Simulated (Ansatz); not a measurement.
Crystal: SnTe3.

```
Te Sn
1.0
     0.00000    3.86122    3.86122
     3.86122    0.00000    3.86122
     3.86122    3.86122    0.00000
Te Sn
3 1
Cartesian
  3.8612 3.8612 3.8612
  5.7918 5.7918 5.7918
  1.9306 1.9306 1.9306
  0.0000 0.0000 0.0000
```

The cell comes from a database or a generator and needn't be the stable form of this composition.

Base run:

| Item | Value |
| --- | --- |
| Program | Ansatz 0.2.0 |
| Functional | PBE0 |
| Potentials or basis | Ansatz PAW |
| Cutoff | 420 eV (not typed: the program's choice for these potentials) |
| k mesh | 4 × 4 × 4 |
| Occupations | fermi-dirac, width 0.05 eV |
| Spin | no spin polarisation |

Its results: band gap on the k mesh none (metal or under the smearing width); pressure -1.9 GPa.

**Question.** The run is repeated on the same cell with these changes: functional from PBE0 to HSE06. What comes out?

**Answer.** Band gap on the k mesh none (metal or under the smearing width); pressure -1.5 GPa.

Caveats: the PAW data sets come from PBE, with cores solved anew for the run's functional, which leaves a small shift of forces and pressure; the thresholds are loose for stress; spin-orbit coupling is left out, which moves the levels of the heavy elements (some runs).
